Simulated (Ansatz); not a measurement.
AgAu3: single point with PBEsol

AgAu3:

```xyz
4
Lattice="4.1216 0.0000 0.0000 0.0000 4.1216 0.0000 0.0000 0.0000 4.1216" Properties=species:S:1:pos:R:3 pbc="T T T"
Au   -0.0084   -0.0235    2.0943
Au   -0.0354    2.0413   -0.0074
Au    2.0667   -0.0328    0.0070
Ag    2.0743    2.0300    2.0158
```

The cell comes from a database or a generator and needn't be the stable form of this composition.

The cell isn't the ideal one: atoms moved at random, drawn with an rms of 0.05 Å.

```
Program             : Ansatz 0.2.0
Task                : single point
Functional          : PBEsol
Potentials or basis : all-electron LAPW, scalar-relativistic
Cutoff              : 251 eV (chosen from the basis error)
Basis error allowed : 0.001 eV/atom
k mesh              : 7 × 7 × 7
Occupations         : fermi-dirac, width 0.05 eV
Spin                : no spin polarisation
```

```yaml
Pressure: -5.2 GPa
Largest_force: 0.282 eV/Å
Band_gap_on_the_k_mesh: none (metal or under the smearing width)
```

Forces on the atoms (eV/Å):
```
Au   0.128 -0.002 -0.151
Au   0.257 -0.046  0.009
Au  -0.184  0.042 -0.056
Ag  -0.200  0.006  0.198
```

Stress tensor (GPa, compression positive):
```
-5.24 -0.03 -0.11
-0.03 -5.17 -0.03
-0.11 -0.03 -5.21
```

Levels at points of the mesh, in eV from the Fermi level:
| k point | band 71 | band 72 | band 73 | band 74 | band 75 | band 76 | band 77 | band 78 |
| --- | --- | --- | --- | --- | --- | --- | --- | --- |
| (0.00, 0.00, 0.00) | -1.48 | -1.48 | -1.48 | 1.31 | 1.31 | 1.32 | 5.42 | 5.42 |

Wall time 9.1 min on 2 threads of Arm Neoverse V1, with other jobs on the host, peak memory 2.2 GiB.

Spin-orbit coupling is left out, which matters for the levels of Au.
